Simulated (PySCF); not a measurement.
# C3H9B: magnetic properties

Wanted: magnetic properties for C3H9B (`[H]B([H])CCC`).

Programs: PySCF 2.14.0, with routines of our own; each step states its level. All values are computed. Atoms count from 0.

### Step 1. The starting structure

13 atoms, charge 0, multiplicity 1; geometry from: GFN2-xTB.

### Step 2. Magnetic properties: GIAO PBE/def2-SVP

Job settings and geometry (Å):

```
{"job": {"kind": "mag", "xc": "PBE", "basis": "def2-SVP"}, "charge": 0, "multiplicity": 1}
B      1.011300     1.699510     0.749120
H      2.180360     1.719550     0.769470
H      0.423490     2.703820     0.628570
C      0.230800     0.335030     0.807540
C     -0.088580    -0.116350    -0.633180
C     -0.856180    -1.432750    -0.652090
H     -0.719850     0.420720     1.338360
H      0.798880    -0.464960     1.286040
H      0.843630    -0.231940    -1.190400
H     -0.678340     0.655540    -1.132090
H     -1.802160    -1.331660    -0.124220
H     -1.064890    -1.737030    -1.675850
H     -0.278470    -2.219480    -0.171280
```

Method: GIAO PBE/def2-SVP magnetisability, rotational g tensor and spin-rotation constants, non-relativistic, gas phase.

The run is started by

```bash
$ OMP_NUM_THREADS=1 python excited_run.py task.json out
```

One launch serves the whole session: the jobs run in the order shown.

The log of the run:

```text
coarse grid: 9928 points
cycle   1  E = -144.1129858661  dE = -4.227e-02  |g| = 4.935e-01  |ddm| = 3.394e+00
cycle   2  E = -144.0130031849  dE =  9.998e-02  |g| = 7.839e-01  |ddm| = 1.455e+00
cycle   3  E = -144.1862061975  dE = -1.732e-01  |g| = 7.661e-02  |ddm| = 9.211e-01
cycle   4  E = -144.1878515164  dE = -1.645e-03  |g| = 2.707e-02  |ddm| = 1.126e-01
cycle   5  E = -144.1880346249  dE = -1.831e-04  |g| = 7.448e-03  |ddm| = 2.885e-02
cycle   6  E = -144.1880478436  dE = -1.322e-05  |g| = 1.942e-03  |ddm| = 8.829e-03
cycle   7  E = -144.1880489287  dE = -1.085e-06  |g| = 2.447e-04  |ddm| = 2.442e-03
final grid: 93184 points
cycle   8  E = -144.2192899774  dE = -2.547e-05  |g| = 1.249e-02  |ddm| = 3.209e-02
cycle   9  E = -144.2192261038  dE =  6.387e-05  |g| = 1.975e-02  |ddm| = 3.284e-02
cycle  10  E = -144.2193325259  dE = -1.064e-04  |g| = 1.442e-03  |ddm| = 2.055e-02
cycle  11  E = -144.2193331615  dE = -6.356e-07  |g| = 2.125e-04  |ddm| = 1.765e-03
cycle  12  E = -144.2193331721  dE = -1.059e-08  |g| = 6.275e-05  |ddm| = 2.263e-04
cycle  13  E = -144.2193331731  dE = -1.029e-09  |g| = 1.095e-05  |ddm| = 7.667e-05
cycle  14  E = -144.2193331732  dE = -3.485e-11  |g| = 2.409e-06  |ddm| = 1.696e-05
converged SCF energy = -144.2193331732

Magnetisability tensor (1e-30 J/T^2)
     -603.95      -13.49       11.71
      -13.49     -626.18      -21.66
       11.71      -21.66     -860.60
isotropic -696.91   principal values    -863.00   -631.66   -596.07
isotropic susceptibility -41.969 1e-6 cm^3/mol

Inertial axes            a          b          c
rot. const./GHz     23.4601     3.8784     3.6514
chi total           -41.060    -48.655    -36.191
chi diamagnetic    -124.689   -393.967   -412.074
chi paramagnetic     83.628    345.312    375.882
quadrupole/D A       -2.500      1.748      0.751
g nuclear            0.8294     0.6232     0.6188
g electronic        -0.9217    -0.6292    -0.6448
g total             -0.0924    -0.0060    -0.0260

Spin-rotation constants (kHz, H = +C I.J)
atom  isotope        aa         bb         cc
  0    11B        8.548      0.795      1.770
  1     1H       -0.844     -0.361      0.282
  2     1H       -1.276     -0.281      0.270
  6     1H       -2.273     -0.264     -0.069
  7     1H       -2.325     -0.215     -0.091
  8     1H       -2.496     -0.279     -0.080
  9     1H       -2.464     -0.250     -0.102
 10     1H       -2.505     -0.281     -0.079
 11     1H       -1.031     -0.150     -0.408
 12     1H       -2.514     -0.246     -0.111
  3    13C*       3.471      0.482      0.725
  4    13C*       3.312      0.485      0.424
  5    13C*       2.784      0.541      0.525
* in the singly substituted isotopologue
```

It took 9.4 s on 1 thread of Arm Neoverse V1, shared host; peak memory 0.39 GiB.

From this job:

```csv
quantity,value
magnetisability,-697·10⁻³⁰ J/T²
molar susceptibility,-42.0·10⁻⁶ cm³/mol
"rotational g (a, b, c)","-0.0924, -0.0060, -0.0260"
```

### Step 3. Magnetic properties: GIAO LC-wPBE/def2-SVP

Settings changed since step 2:

```diff
@@ -1,2 +1,2 @@
-{"job": {"kind": "mag", "xc": "PBE", "basis": "def2-SVP"}, "charge": 0, "multiplicity": 1}
+{"job": {"kind": "mag", "xc": "LC-wPBE", "basis": "def2-SVP"}, "charge": 0, "multiplicity": 1}
 B      1.011300     1.699510     0.749120
```

Method: GIAO LC-wPBE/def2-SVP magnetisability, rotational g tensor and spin-rotation constants, non-relativistic, gas phase.

The log of the run:

```text
coarse grid: 9928 points
cycle   1  E = -144.3182358151  dE =  2.850e-01  |g| = 2.119e-01  |ddm| = 3.217e+00
cycle   2  E = -144.3332425656  dE = -1.501e-02  |g| = 8.548e-02  |ddm| = 3.100e-01
cycle   3  E = -144.3351340746  dE = -1.892e-03  |g| = 3.330e-02  |ddm| = 1.085e-01
cycle   4  E = -144.3354733735  dE = -3.393e-04  |g| = 3.063e-03  |ddm| = 4.042e-02
cycle   5  E = -144.3354788777  dE = -5.504e-06  |g| = 1.275e-03  |ddm| = 7.667e-03
final grid: 93184 points
cycle   6  E = -144.3620909805  dE = -2.490e-05  |g| = 3.878e-03  |ddm| = 1.562e-02
cycle   7  E = -144.3620931677  dE = -2.187e-06  |g| = 2.709e-03  |ddm| = 6.101e-03
cycle   8  E = -144.3620950492  dE = -1.882e-06  |g| = 1.660e-04  |ddm| = 2.403e-03
cycle   9  E = -144.3620950608  dE = -1.164e-08  |g| = 7.104e-05  |ddm| = 2.817e-04
cycle  10  E = -144.3620950628  dE = -1.983e-09  |g| = 1.816e-05  |ddm| = 1.030e-04
cycle  11  E = -144.3620950631  dE = -2.713e-10  |g| = 8.449e-06  |ddm| = 3.808e-05
converged SCF energy = -144.3620950631

Magnetisability tensor (1e-30 J/T^2)
     -616.15      -18.26        8.61
      -18.26     -643.31      -26.77
        8.61      -26.77     -884.14
isotropic -714.53   principal values    -887.24   -650.82   -605.54
isotropic susceptibility -43.030 1e-6 cm^3/mol

Inertial axes            a          b          c
rot. const./GHz     23.4601     3.8784     3.6514
chi total           -42.578    -49.760    -36.753
chi diamagnetic    -124.326   -393.399   -411.448
chi paramagnetic     81.748    343.640    374.695
quadrupole/D A       -2.235      1.665      0.570
g nuclear            0.8294     0.6232     0.6188
g electronic        -0.9010    -0.6261    -0.6428
g total             -0.0716    -0.0029    -0.0240

Spin-rotation constants (kHz, H = +C I.J)
atom  isotope        aa         bb         cc
  0    11B        8.624      0.767      1.782
  1     1H       -0.908     -0.360      0.271
  2     1H       -1.341     -0.279      0.259
  6     1H       -2.268     -0.268     -0.086
  7     1H       -2.322     -0.221     -0.108
  8     1H       -2.485     -0.286     -0.091
  9     1H       -2.456     -0.258     -0.112
 10     1H       -2.507     -0.281     -0.086
 11     1H       -1.093     -0.160     -0.404
 12     1H       -2.516     -0.247     -0.117
  3    13C*       2.989      0.420      0.632
  4    13C*       2.875      0.421      0.363
  5    13C*       2.495      0.476      0.464
* in the singly substituted isotopologue
```

It took 10 s on 1 thread of Arm Neoverse V1, shared host; peak memory 0.43 GiB.

From this job:

```csv
quantity,value
magnetisability,-715·10⁻³⁰ J/T²
molar susceptibility,-43.0·10⁻⁶ cm³/mol
"rotational g (a, b, c)","-0.0716, -0.0029, -0.0240"
```

### Step 4. The levels compared

```csv
level,ξ (10⁻³⁰ J/T²),g(a),g(b),gap (eV),functions,time
GIAO PBE/def2-SVP,-697,-0.0924,-0.0060,5.00,101,9.4 s
GIAO LC-wPBE/def2-SVP,-715,-0.0716,-0.0029,12.66,101,10 s
```

### Step 5. Outcome

| quantity | value |
| --- | --- |
| magnetisability (step 2, GIAO PBE/def2-SVP) | -697·10⁻³⁰ J/T² |
| molar susceptibility (step 2, GIAO PBE/def2-SVP) | -42.0·10⁻⁶ cm³/mol |
| rotational g (a, b, c) (step 2, GIAO PBE/def2-SVP) | -0.0924, -0.0060, -0.0260 |
| magnetisability over the levels | -715 to -697·10⁻³⁰ J/T² |

What this shows: The magnetisability spreads by 2.5 % over 2 levels of like cost. Two levels can agree by chance, so this spread shows no convergence. Vibrational averaging and real surroundings are missing from these values.
